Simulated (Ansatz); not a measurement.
What does this script print? It uses the Ansatz DFT code, driven from Python.

Contents of `input.yaml`:
```yaml
crystal:
  lattice:
    - [4.805974, 0.0, 0.0]
    - [0.0, 5.960606, 0.0]
    - [0.0, 0.0, 3.820723]
  atoms:
    - { symbol: Cu, position: [0.5, 0.5, 0.5] }
    - { symbol: Cu, position: [0.0, 0.0, 0.0] }
    - { symbol: As, position: [0.294026, 0.874616, 0.5] }
    - { symbol: As, position: [0.705974, 0.125384, 0.5] }
    - { symbol: As, position: [0.794026, 0.625384, 0.0] }
    - { symbol: As, position: [0.205974, 0.374616, 0.0] }
kpoints:
  mp_grid: { grid: [5, 4, 6] }
hamiltonian:
  xc: pbesol
scf:
  occupations: { method: cold, width: 0.1 }
basis:
  ecutwfc: 420
output:
  forces: true
```

`yaml_run_cuas2.py`
```python
# -*- coding: utf-8 -*-
'''CuAs2 from YAML text.'''

import ansatz as az
import pandas as pd

out = az.Session.from_deck('input.yaml').plan().execute()
data = out.report

energy = data['free_energy_ev']
print('CuAs2: {:.6f} eV = {:.6f} Ry = {:.6f} Ha'.format(energy, energy / 13.605693, energy / 27.211386))
print('Fermi level {:.4f} eV, {} k-points, {} symmetry operations'.format(data['fermi_energy_ev'], data['n_kpoints'], data['n_symmetry_ops']))

# forces in eV per angstrom
table = pd.DataFrame(data['forces_ev_ang'], columns=['fx', 'fy', 'fz'])
table.insert(0, 'atom', [site['symbol'] for site in data['lattice']['sites']])
print(table.round(4).to_string())
```

```console
$ python yaml_run_cuas2.py
CuAs2: -32429.167053 eV = -2383.499837 Ry = -1191.749919 Ha
Fermi level 11.5846 eV, 36 k-points, 8 symmetry operations
  atom      fx      fy   fz
0   Cu  0.0000  0.0000  0.0
1   Cu  0.0000 -0.0000  0.0
2   As -0.1168  0.0219  0.0
3   As  0.1168 -0.0219 -0.0
4   As -0.1168 -0.0219  0.0
5   As  0.1168  0.0219  0.0
```

Total energies depend on the potentials; only differences at equal settings carry meaning. A total without «per atom» is that of the cell as typed. The mesh is modest for a metal, so energies can be off by several to tens of meV an atom and pressures by half a GPa or more; differences at equal mesh fare better. An absolute Fermi energy rests on an arbitrary zero of the periodic potential and has no direct meaning. This cell is a computed structure, which may not be the phase found in nature. By the engine's processor time: 8.3 s on 1 thread of Intel(R) Xeon(R) Processor @ 2.30GHz, with other jobs on the host, peak memory 0.8 GiB.

(A comment or docstring line of the script was reworded after the run, the code is as it ran.)
